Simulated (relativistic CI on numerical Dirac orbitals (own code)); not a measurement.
**Ar: one ion under different settings**

How much do the settings matter for Ar? One ion, several inputs.

The numbers are computed with relativistic CI on numerical Dirac orbitals (own code) version 3 (Dirac-Coulomb-Breit CI, KLI orbitals optimised for each configuration, model QED (radiative potential, 1s self-energy scaled to tabulated hydrogen-like ionisation energies), numerical settings as typed), except any that are marked as measured or tabulated.

## (1) Starting point

* ion: Ar (Ar I)
* nuclear charge: 18
* electrons: 18
* isotope: A = 40

## (2) The usual input

Settings of the run:

```ini
atom Ar  Z=18  charge=0  electrons=18
nucleus A=40  rms_radius_fm=3.4274
hamiltonian dirac-coulomb  breit=on  qed=on  c_scale=1
orbitals kli  potential=per-configuration
slater_scale 1
correlation none
mixing on
grid step=0.0125 r_max=149
scf mixing=0.4 start=green max_iterations=150 tolerance=2e-08 node_fill=0.05
configurations
  [Ne] 3s2 3p6
  [Ne] 3s2 3p5 3d
  [Ne] 3s2 3p5 4s
  [Ne] 3s2 3p4 3d2
  [Ne] 3s2 3p5 4p
end
```

Run with:

```bash
> python run_levels.py task.json out
```

One command runs all members of the session, one after another, from task.json.

## (3) Speed-of-light factor 0.8

Settings: those of step 2 with these lines changed.

```diff
@@ -2,3 +2,3 @@
 nucleus A=40  rms_radius_fm=3.4274
-hamiltonian dirac-coulomb  breit=on  qed=on  c_scale=1
+hamiltonian dirac-coulomb  breit=on  qed=on  c_scale=0.8
 orbitals kli  potential=per-configuration
```

## (4) Speed-of-light factor 0.8, iteration limit 20, node fill 0

Settings: those of step 3 with these lines changed.

```diff
@@ -8,3 +8,3 @@
 grid step=0.0125 r_max=149
-scf mixing=0.4 start=green max_iterations=150 tolerance=2e-08 node_fill=0.05
+scf mixing=0.4 start=green max_iterations=20 tolerance=2e-08 node_fill=0
 configurations
```

## (5) Node fill 0.2, iteration limit 30

Settings of the run:

```ini
atom Ar  Z=18  charge=0  electrons=18
nucleus A=40  rms_radius_fm=3.4274
hamiltonian dirac-coulomb  breit=on  qed=on  c_scale=1
orbitals kli  potential=per-configuration
slater_scale 1
correlation none
mixing on
grid step=0.0125 r_max=149
scf mixing=0.4 start=green max_iterations=30 tolerance=2e-08 node_fill=0.2
configurations
  [Ne] 3s2 3p6
  [Ne] 3s2 3p5 3d
  [Ne] 3s2 3p5 4s
  [Ne] 3s2 3p4 3d2
  [Ne] 3s2 3p5 4p
end
```

## (6) Tolerance 0.0001

Settings: those of step 5 with these lines changed.

```diff
@@ -8,3 +8,3 @@
 grid step=0.0125 r_max=149
-scf mixing=0.4 start=green max_iterations=30 tolerance=2e-08 node_fill=0.2
+scf mixing=0.4 start=green max_iterations=150 tolerance=0.0001 node_fill=0.05
 configurations
```

(Steps that only read results are left out.)

Before running it: what results should come out? Wanted: lowest level, usual settings; total energy; first excitation.

As calculated:

| setting | total energy less usual (Ha) | largest shift of a level among the lowest eight of both runs, same label and place (cm⁻¹) | SCF iterations | time | lowest level | kind of change |
| --- | --- | --- | --- | --- | --- | --- |
| usual | 0 | 0 | 53 | 0.29 s | 3p6 1S0 | - |
| speed-of-light factor 0.8 | -0.984 | 490 | 54 | 0.29 s | 3p6 1S0 | unphysical constant |
| speed-of-light factor 0.8, iteration limit 20, node fill 0 | -0.984 | 515 | 54 | 0.28 s | 3p6 1S0 | unphysical constant |
| node fill 0.2, iteration limit 30 | 0.00379 | 467 | 54 | 0.28 s | 3p6 1S0 | numerical |
| tolerance 0.0001 | -1.31e-05 | 2.90 | 38 | 0.26 s | 3p6 1S0 | numerical |

| quantity | value |
| --- | --- |
| lowest level, usual settings | 3p6 1S0 |
| total energy | -528.4810 Ha |
| first excitation | 92361 cm⁻¹ |

Among the runs whose levels can be followed, they move most under «speed-of-light factor 0.8, iteration limit 20, node fill 0» (unphysical constant), by up to 515 cm⁻¹. Only the listed configurations are in the model. Near neutrality, missing correlation can shift configurations against each other by thousands of cm⁻¹.
